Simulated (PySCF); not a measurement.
# C5H5NO: electronic excitations and core binding energies

Aim: predict the electronic excitations and core binding energies of C5H5NO (`C=Nc1ccoc1`).

Computed with PySCF 2.14.0, with density-fitted response routines of our own, on a single molecule in the gas phase. Atoms are numbered from 0 throughout.

## 1. Starting geometry

12 atoms, charge 0, multiplicity 1; geometry from: GFN2-xTB.

Bonds of the start (Å): C0–N1 1.26, N1–C2 1.38, C2–C3 1.43, C3–C4 1.36, C4–O5 1.34, O5–C6 1.34, C6–C2 1.37, C0–H7 1.08, C0–H8 1.09, C3–H9 1.07, C4–H10 1.07, C6–H11 1.07.

## 2. Ultraviolet spectrum: CAM-B3LYP/def2-SVPD

The job: settings as JSON, then the geometry in Å.

```
{"job": {"kind": "uv", "xc": "CAM-B3LYP", "basis": "def2-SVPD", "nstates": 8, "ntriplets": 3}, "charge": 0, "multiplicity": 1}
C      2.372326     0.092866     0.180617
N      1.329403     0.709765     0.514684
C      0.068305     0.209769     0.284652
C     -1.086681     1.011747     0.041700
C     -2.125835     0.144615    -0.052877
O     -1.715225    -1.122032     0.134444
C     -0.387019    -1.086080     0.323221
H      3.324293     0.534303     0.436904
H      2.390525    -0.855989    -0.362545
H     -1.106216     2.075905    -0.062344
H     -3.170812     0.297236    -0.236516
H      0.108135    -2.012791     0.536754
```

With the program's defaults for keys left out, this is: TDDFT CAM-B3LYP/def2-SVPD, vertical, gas phase, core orbitals frozen in the response.

**Question.** This job is followed by: delta-SCF UKS SCAN, pcX-2 on the ionised atom, pcseg-1 elsewhere, spin-free X2C. Predict these results of the whole session: lowest singlet (CAM-B3LYP/def2-SVPD); brightest single state of those computed; lowest triplet; C1s binding energies, SCAN/pcX-2 (standing for 4 of 5 atoms); O1s binding energies, SCAN/pcX-2.

The runs gave:

```
                                                    quantity                                          value
                        lowest singlet (CAM-B3LYP/def2-SVPD)                    4.38 eV (283 nm), f = 0.041
                    brightest single state of those computed                    state 5, 6.49 eV, f = 0.193
                                              lowest triplet                                        3.28 eV
C1s binding energies, SCAN/pcX-2 (standing for 4 of 5 atoms)  C4 291.60, C6 291.37, C2 291.30, C3 290.32 eV
                            O1s binding energies, SCAN/pcX-2                                   O5 540.03 eV
```

**Reading.** The lowest singlet, at 4.38 eV, is HOMO→LUMO 0.51, HOMO−1→LUMO 0.31 and is weak; of the 8 states computed, the strongest absorption comes from state 5 at 6.49 eV. The lowest triplet lies 1.10 eV below the lowest singlet (triplets in Tamm-Dancoff, singlets in full TDDFT). C4 (aromatic CH next to the ring oxygen) binds its C1s electron 1.28 eV more tightly than C3 (aromatic CH). Only 4 of the 5 C atoms are covered by sound results.
